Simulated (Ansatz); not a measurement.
# Cu+ with SiH₃F: structure and interaction energy, part 1 of 3

How do Cu+ and SiH₃F sit together, how strongly do they interact, and which methods get it right?

Program: Ansatz 0.2.0, Gaussian basis. Level of theory: PBE0-D4 structure, single points in def2-TZVPPD. These are calculated values, not measurements.

Levels: PBE-D4, revPBE-D4, BLYP-D4, r2SCAN-D4, B97M-V, PBE0-D4, B3LYP-D4, HSE06-D4, wB97X-V, wB97M-V, B2PLYP, Hartree-Fock, MP2, CCSD, CCSD(T). The reference is CCSD(T) extrapolated to the basis limit. For elements past Ar these valence bases correlate outer-core shells poorly and lack relativity, so that limit is rough.

Correlated methods freeze the cores. The 3s and 3p shells of Cu and Zn are frozen; filled d shells are correlated. B3LYP uses VWN-RPA correlation. B2PLYP carries no dispersion term here.

163 further runs of the same task are left out: 163 set aside as unsound or not needed. Runs told in other sessions of the task aren't counted.

## 1. The system as given

The pair, from a GFN2-xTB docking trial: 6 atoms, charge 1, spin multiplicity 1.

Atoms are counted from 1 here; the program's logs count them from 0.

Bond lengths: Cu1–F3 1.915 Å, Si2–F3 1.797 Å, Si2–H4 1.451 Å, Si2–H5 1.451 Å, Si2–H6 1.452 Å. Angles: F3–Si2–H4 98.2°, F3–Si2–H5 98.1°, F3–Si2–H6 97.8°, H4–Si2–H5 117.9°, H4–Si2–H6 118.1°, H5–Si2–H6 118.2°, Cu1–F3–Si2 178.7°.

Coordinates:

```xyz
6
charge 1, multiplicity 1
Cu    0.0900    0.0386   -2.8931
Si   -0.0255   -0.0080    0.8163
F     0.0314   -0.0069   -0.9794
H     0.7331   -1.2229    1.0473
H    -1.4666   -0.0657    0.9747
H     0.6377    1.2649    1.0342
```

Atoms 1 to 1 are fragment A (Cu+), the rest fragment B (SiH₃F).

## 2. A first relaxation in a small basis

Input file pre/in.yaml:

```yaml
crystal:
  periodic: [false, false, false]
  atoms:
    - {symbol: Cu, position_ang: [0.090000, 0.038600, -2.893100]}
    - {symbol: Si, position_ang: [-0.025500, -0.008000, 0.816300]}
    - {symbol: F, position_ang: [0.031400, -0.006900, -0.979400]}
    - {symbol: H, position_ang: [0.733100, -1.222900, 1.047300]}
    - {symbol: H, position_ang: [-1.466600, -0.065700, 0.974700]}
    - {symbol: H, position_ang: [0.637700, 1.264900, 1.034200]}
basis:
  gaussian: {orbitals: def2-SVP}
total_charge: 1
hamiltonian: {xc: pbe, dispersion: d4}
relax: {f_tol: 0.03, max_steps: 250}
```

Launch:

```
ansatz run in.yaml --threads 4 --pin off --events-out ev --progress --plain --max-ram 9574MiB
```

Log, shortened:

```text
Functional definition: PBE
  name "PBE"
  cite "Perdew, Burke & Ernzerhof, Phys. Rev. Lett. 77, 3865 (1996) doi:10.1103/PhysRevLett.77.3865"
  parent pbe
[...]
902 factors; their error is unknown
[...]
mean field -55252.70608972 eV, -2030.4994971679 hartree, gradient 2.1e-5 eV, S^2 0.000000; 0 other end points of the search recorded, 0 dependent functions left out
[...]
reference -55252.70614524 eV, -2030.4994992082 hartree; 27, 27 occupied and 51, 51 virtual orbitals, 902 factors
relax step   1: F+E_penalty+E_count = -55252.78564238 eV  Δ(F+E_penalty+E_count) = +0.000e0 eV  max|allowed force component| = 2.011e0 eV/Å  Δτ_max = 0.0000 Å  (29 SCF iters, accepted)
[...]
reference -55252.84692618 eV, -2030.5046728125 hartree; 27, 27 occupied and 51, 51 virtual orbitals, 902 factors
Total energy: -55252.92678033 eV, -2030.5076073984 hartree
Atom 0 at     0.090788     0.038739    -2.931242 Å, force    -0.000026     0.000708    -0.000686 eV/Å
Atom 1 at    -0.022502    -0.007661     0.724893 Å, force    -0.000079     0.000331     0.001321 eV/Å
Atom 2 at     0.032248    -0.010437    -1.012990 Å, force     0.000118    -0.001088    -0.001180 eV/Å
Atom 3 at     0.739864    -1.232848     1.099204 Å, force     0.001176    -0.001808     0.000483 eV/Å
Atom 4 at    -1.481237    -0.063751     1.027607 Å, force    -0.002118     0.000003     0.000112 eV/Å
Atom 5 at     0.640941     1.275958     1.092528 Å, force     0.000929     0.001855    -0.000050 eV/Å
Dipole moment:     0.011879     0.014178    -0.394020 e Å
```

Wall time 4.9 s (4 threads of AMD EPYC 7R43, shared host).

The steps of the relaxation:

```
step  energy from step 1 (eV)  largest force component (eV/Å)
   1                   0.0000                          2.0115
   2                  -0.1224                          0.7895
   3                  -0.1394                          0.2625
   4                  -0.1409                          0.0560
   5                  -0.1411                          0.0021
```

Close pairs (by a distance rule), those that changed most:

| bond | before (Å) | after (Å) | change (Å) |
| --- | --- | --- | --- |
| Si2–F3 | 1.797 | 1.739 | -0.058 |
| Si2–H4 | 1.451 | 1.491 | +0.040 |
| Si2–H5 | 1.451 | 1.491 | +0.040 |
| Si2–H6 | 1.452 | 1.491 | +0.039 |
| Cu1–F3 | 1.915 | 1.920 | +0.005 |

## 3. Relaxation at PBE0-D4

Input file relax/in.yaml:

```yaml
crystal:
  periodic: [false, false, false]
  atoms:
    - {symbol: Cu, position_ang: [0.090788, 0.038739, -2.931242]}
    - {symbol: Si, position_ang: [-0.022502, -0.007661, 0.724893]}
    - {symbol: F, position_ang: [0.032248, -0.010437, -1.012990]}
    - {symbol: H, position_ang: [0.739864, -1.232848, 1.099204]}
    - {symbol: H, position_ang: [-1.481237, -0.063751, 1.027607]}
    - {symbol: H, position_ang: [0.640941, 1.275958, 1.092528]}
basis:
  gaussian: {orbitals: def2-TZVP}
total_charge: 1
hamiltonian: {xc: pbe0, dispersion: d4}
relax: {f_tol: 0.005, max_steps: 200}
```

Launch:

```
ansatz run in.yaml --threads 4 --pin off --events-out ev --progress --plain --max-ram 9574MiB
```

Log, shortened:

```text
Functional definition: PBE0
  name "PBE0"
  cite "Adamo & Barone, J. Chem. Phys. 110, 6158 (1999) doi:10.1063/1.478522"
[... 2 set-up lines as earlier in the session ...]
[...]
1098 factors; their error is unknown
[...]
mean field -55266.84741120 eV, -2031.0191811470 hartree, gradient 6.4e-5 eV, S^2 0.000000; 0 other end points of the search recorded, 0 dependent functions left out
[...]
Atom 2 at     0.030897    -0.009362    -0.971055 Å, force    -0.000174     0.001804     0.003694 eV/Å
Atom 3 at     0.730173    -1.217195     1.090675 Å, force    -0.000477     0.000594     0.001238 eV/Å
Atom 4 at    -1.462305    -0.063141     1.020280 Å, force     0.000823    -0.000069     0.001520 eV/Å
Atom 5 at     0.632461     1.259242     1.084654 Å, force    -0.000474    -0.000905     0.001744 eV/Å
Dipole moment:     0.014530     0.013933    -0.478296 e Å
```

Wall time 8 s (4 threads of AMD EPYC 7R43, shared host).

The steps of the relaxation:

| step | energy from step 1 (eV) | largest force component (eV/Å) |
| --- | --- | --- |
| 1 | 0.0000 | 1.1487 |
| 2 | -0.0239 | 0.7763 |
| 3 | -0.0374 | 0.1867 |
| 4 | -0.0392 | 0.0045 |

Distances of close pairs at the start and the end, largest changes first:

```csv
bond,before (Å),after (Å),change (Å)
Cu1–F3,1.920,1.973,+0.053
Si2–F3,1.739,1.690,-0.049
Si2–H6,1.491,1.473,-0.018
Si2–H5,1.491,1.473,-0.018
Si2–H4,1.491,1.472,-0.018
```

The shortest distance between the fragments is Cu1–F3, 1.97 Å.

Counterpoise needs three runs a level at this geometry: the pair (ab), and each fragment in the basis of the whole pair, with ghost atoms in place of the other (a, b).

## 4. wB97X-V/def2-TZVPPD

Input file ab/in.yaml:

```yaml
crystal:
  periodic: [false, false, false]
  atoms:
    - {symbol: Cu, position_ang: [0.091147, 0.038190, -2.942206]}
    - {symbol: Si, position_ang: [-0.022271, -0.007735, 0.717652]}
    - {symbol: F, position_ang: [0.030897, -0.009362, -0.971055]}
    - {symbol: H, position_ang: [0.730173, -1.217195, 1.090675]}
    - {symbol: H, position_ang: [-1.462305, -0.063141, 1.020280]}
    - {symbol: H, position_ang: [0.632461, 1.259242, 1.084654]}
basis:
  gaussian: {orbitals: "def2-TZVPPD.json"}
total_charge: 1
hamiltonian: {xc: {name: wB97X-V}}
```

Input file a/in.yaml:

```yaml
crystal:
  periodic: [false, false, false]
  atoms:
    - {symbol: Cu, position_ang: [0.091147, 0.038190, -2.942206]}
basis:
  gaussian:
    orbitals: "def2-TZVPPD.json"
    ghost_atoms:
      - {symbol: Si, position_ang: [-0.022271, -0.007735, 0.717652]}
      - {symbol: F, position_ang: [0.030897, -0.009362, -0.971055]}
      - {symbol: H, position_ang: [0.730173, -1.217195, 1.090675]}
      - {symbol: H, position_ang: [-1.462305, -0.063141, 1.020280]}
      - {symbol: H, position_ang: [0.632461, 1.259242, 1.084654]}
total_charge: 1
hamiltonian: {xc: {name: wB97X-V}}
```

Input file b/in.yaml:

```yaml
crystal:
  periodic: [false, false, false]
  atoms:
    - {symbol: Si, position_ang: [-0.022271, -0.007735, 0.717652]}
    - {symbol: F, position_ang: [0.030897, -0.009362, -0.971055]}
    - {symbol: H, position_ang: [0.730173, -1.217195, 1.090675]}
    - {symbol: H, position_ang: [-1.462305, -0.063141, 1.020280]}
    - {symbol: H, position_ang: [0.632461, 1.259242, 1.084654]}
basis:
  gaussian:
    orbitals: "def2-TZVPPD.json"
    ghost_atoms:
      - {symbol: Cu, position_ang: [0.091147, 0.038190, -2.942206]}
hamiltonian: {xc: {name: wB97X-V}}
```

The basis file named in the input lies beside it (Basis Set Exchange, JSON).

The same command starts each run, in its folder.

Launch:

```
ansatz run in.yaml --threads 4 --pin off --events-out ev --progress --plain --max-ram 9574MiB
```

ab printed, shortened:

```text
Functional definition: wB97X-V
  name "wB97X-V"
  cite "Mardirossian & Head-Gordon, Phys. Chem. Chem. Phys. 16, 9904 (2014) doi:10.1039/C3CP54374A"
  cite "Becke, J. Chem. Phys. 107, 8554 (1997) doi:10.1063/1.475007"
  cite "Vydrov & Van Voorhis, J. Chem. Phys. 133, 244103 (2010) doi:10.1063/1.3521275"
[...]
      + integral(e_c_pw_opposite_spin*poly(b97_u_opposite, cos0, cos1)) + vv10(b, c)
1242 factors; their error is unknown
274 factors; integrals over basis functions are off by at most 3.6e-5 eV
[...]
mean field -55273.25735907 eV, -2031.2547423863 hartree, gradient 4.6e-5 eV, S^2 0.000000; 0 other end points of the search recorded, 0 dependent functions left out
reference -55273.25735673 eV, -2031.2547423004 hartree; 27, 27 occupied and 179, 179 virtual orbitals, 1242 factors
Total energy: -55273.25735673 eV, -2031.2547423004 hartree
```

Output in a, shortened:

```text
[... 5 set-up lines as earlier in the session ...]
[...]
      + integral(e_c_pw_opposite_spin*poly(b97_u_opposite, cos0, cos1)) + vv10(b, c)
1203 factors; their error is unknown
265 factors; integrals over basis functions are off by at most 3.3e-5 eV
[...]
mean field -44627.94331822 eV, -1640.0466670382 hartree, gradient 6.7e-6 eV, S^2 0.000000; 0 other end points of the search recorded, 0 dependent functions left out
reference -44627.94331649 eV, -1640.0466669746 hartree; 14, 14 occupied and 192, 192 virtual orbitals, 1203 factors
Total energy: -44627.94331649 eV, -1640.0466669746 hartree
```

Output in b, shortened:

```text
[... 5 set-up lines as earlier in the session ...]
[...]
      + integral(e_c_pw_opposite_spin*poly(b97_u_opposite, cos0, cos1)) + vv10(b, c)
1121 factors; their error is unknown
251 factors; integrals over basis functions are off by at most 8.1e-5 eV
[...]
mean field -10643.95669607 eV, -391.1581938477 hartree, gradient 2.2e-5 eV, S^2 0.000000; 0 other end points of the search recorded, 0 dependent functions left out
reference -10643.95669410 eV, -391.1581937752 hartree; 13, 13 occupied and 193, 193 virtual orbitals, 1121 factors
Total energy: -10643.95669410 eV, -391.1581937752 hartree
```

Times: 4.2 s (ab), 3.6 s (a), 4.9 s (b) on 4 threads of AMD EPYC 7R43, shared host; peak memory 0.52 GiB.

Interaction energy, ab − a − b: -31.30 kcal/mol.

## 5. wB97M-V/def2-TZVPPD

Each input of step 4 (ab, a, b) changes in the same lines:

```diff
-hamiltonian: {xc: {name: wB97X-V}}
+hamiltonian: {xc: {name: wB97M-V}}
```

One command serves all of them, each in its own folder.

Launch:

```
ansatz run in.yaml --threads 4 --pin off --events-out ev --progress --plain --max-ram 9574MiB
```

Output in ab, shortened:

```text
Functional definition: wB97M-V
  name "wB97M-V"
  cite "Mardirossian & Head-Gordon, J. Chem. Phys. 144, 214110 (2016) doi:10.1063/1.4952647"
[... 2 set-up lines as earlier in the session ...]
  # Of w^i u^j: cxij and so on, Table III.
[...]
  gx(w, u) = 1 - cx + cx01*u + cx10*w
[...]
      + integral(e_c_pw_mod_opposite_spin*gos(b97_w_opposite, b97_u_opposite)) + vv10(b, c)
1237 factors; their error is unknown
274 factors; integrals over basis functions are off by at most 3.6e-5 eV
[...]
mean field -55275.90933598 eV, -2031.3522007402 hartree, gradient 4.3e-5 eV, S^2 0.000000; 0 other end points of the search recorded, 0 dependent functions left out
reference -55275.90939272 eV, -2031.3522028253 hartree; 27, 27 occupied and 179, 179 virtual orbitals, 1237 factors
Total energy: -55275.90939272 eV, -2031.3522028253 hartree
```

Log of a, shortened:

```text
[... 5 set-up lines as earlier in the session ...]
  # Of w^i u^j: cxij and so on, Table III.
[...]
  gx(w, u) = 1 - cx + cx01*u + cx10*w
[...]
      + integral(e_c_pw_mod_opposite_spin*gos(b97_w_opposite, b97_u_opposite)) + vv10(b, c)
1203 factors; their error is unknown
265 factors; integrals over basis functions are off by at most 3.3e-5 eV
[...]
mean field -44629.93823661 eV, -1640.1199789367 hartree, gradient 7.1e-5 eV, S^2 0.000000; 0 other end points of the search recorded, 0 dependent functions left out
reference -44629.93827771 eV, -1640.1199804471 hartree; 14, 14 occupied and 192, 192 virtual orbitals, 1203 factors
Total energy: -44629.93827771 eV, -1640.1199804471 hartree
```

b printed, shortened:

```text
[... 5 set-up lines as earlier in the session ...]
  # Of w^i u^j: cxij and so on, Table III.
[...]
  gx(w, u) = 1 - cx + cx01*u + cx10*w
[...]
      + integral(e_c_pw_mod_opposite_spin*gos(b97_w_opposite, b97_u_opposite)) + vv10(b, c)
1116 factors; their error is unknown
251 factors; integrals over basis functions are off by at most 8.1e-5 eV
[...]
mean field -10644.62339368 eV, -391.1826945330 hartree, gradient 2.4e-5 eV, S^2 0.000000; 0 other end points of the search recorded, 0 dependent functions left out
reference -10644.62344309 eV, -391.1826963488 hartree; 13, 13 occupied and 193, 193 virtual orbitals, 1116 factors
Total energy: -10644.62344309 eV, -391.1826963488 hartree
```

Times: 5.5 s (ab), 3.6 s (a), 5.5 s (b) on 4 threads of AMD EPYC 7R43, shared host; peak memory 0.53 GiB.

E(ab) − E(a) − E(b) = -31.08 kcal/mol.

## 6. B2PLYP/def2-TZVPPD

ab/in.yaml: that of step 5 with these lines changed.

```diff
@@ -12,2 +12,3 @@
 total_charge: 1
-hamiltonian: {xc: {name: wB97M-V}}
+hamiltonian: {xc: {name: B2PLYP}}
+correlation: {frozen_orbitals: {Cu: 9, F: 1, H: 0, Si: 5}}
```

a/in.yaml: that of step 5 with these lines changed.

```diff
@@ -14,2 +14,3 @@
 total_charge: 1
-hamiltonian: {xc: {name: wB97M-V}}
+hamiltonian: {xc: {name: B2PLYP}}
+correlation: {frozen_orbitals: {Cu: 9, F: 1, H: 0, Si: 5}}
```

b/in.yaml: that of step 5 with these lines changed.

```diff
@@ -13,2 +13,2 @@
       - {symbol: Cu, position_ang: [0.091147, 0.038190, -2.942206]}
-hamiltonian: {xc: {name: wB97M-V}}
+hamiltonian: {xc: {name: B2PLYP}}
```

The same command starts each run, in its folder.

Launch:

```
ansatz run in.yaml --threads 4 --pin off --events-out ev --progress --plain --max-ram 9574MiB
```

Output in ab, shortened:

```text
Functional definition: B2PLYP
  name "B2PLYP"
  cite "Grimme, J. Chem. Phys. 124, 034108 (2006) doi:10.1063/1.2148954"
  cite "Becke, Phys. Rev. A 38, 3098 (1988) doi:10.1103/PhysRevA.38.3098"
  cite "Lee, Yang & Parr, Phys. Rev. B 37, 785 (1988) doi:10.1103/PhysRevB.37.785"
[...]
1267 factors; integrals over basis functions are off by at most 1.2e-3 eV
[...]
mean field -55260.14393381 eV, -2030.7728328965 hartree, gradient 7.3e-6 eV, S^2 0.000000; 2 other end points of the search recorded, 0 dependent functions left out
15 core orbitals not correlated: weight in the atoms' cores, before any rotation towards them, 1.000 or more for the frozen orbitals, at most 0.000 for the correlated occupied ones
reference -55260.14410632 eV, -2030.7728392364 hartree; 12, 12 occupied and 179, 179 virtual orbitals, 1267 factors
second order -27.32763626 eV of doubles, -0.00000000 eV of singles
Total energy: -55267.52256811 eV, -2031.0439927058 hartree
```

Log of a, shortened:

```text
[... 5 set-up lines as earlier in the session ...]
[...]
1261 factors; integrals over basis functions are off by at most 8.7e-4 eV
[...]
mean field -44620.84501289 eV, -1639.7858091287 hartree, gradient 2.0e-6 eV, S^2 0.000000; 0 other end points of the search recorded, 0 dependent functions left out
9 core orbitals not correlated: weight in the atoms' cores, before any rotation towards them, 1.000 or more for the frozen orbitals, at most 0.000 for the correlated occupied ones
reference -44620.84511959 eV, -1639.7858130498 hartree; 5, 5 occupied and 192, 192 virtual orbitals, 1261 factors
second order -14.41841688 eV of doubles, -0.00000000 eV of singles
Total energy: -44624.73809215 eV, -1639.9288771526 hartree
```

Log of b, shortened:

```text
[... 5 set-up lines as earlier in the session ...]
[...]
1245 factors; integrals over basis functions are off by at most 1.2e-3 eV
[...]
mean field -10638.02680132 eV, -390.9402742349 hartree, gradient 6.0e-6 eV, S^2 0.000000; 0 other end points of the search recorded, 0 dependent functions left out
6 core orbitals not correlated: weight in the atoms' cores, before any rotation towards them, 1.000 or more for the frozen orbitals, at most 0.000 for the correlated occupied ones
reference -10638.02694783 eV, -390.9402796189 hartree; 7, 7 occupied and 193, 193 virtual orbitals, 1245 factors
second order -12.63422576 eV of doubles, -0.00000000 eV of singles
Total energy: -10641.43818878 eV, -391.0656404118 hartree
```

They took 4.7 s (ab), 3.3 s (a), 3.5 s (b) on 4 threads of AMD EPYC 7R43, shared host; peak memory 0.58 GiB.

E(ab) − E(a) − E(b) = -31.05 kcal/mol.

(Continued in part 2 of 3.)
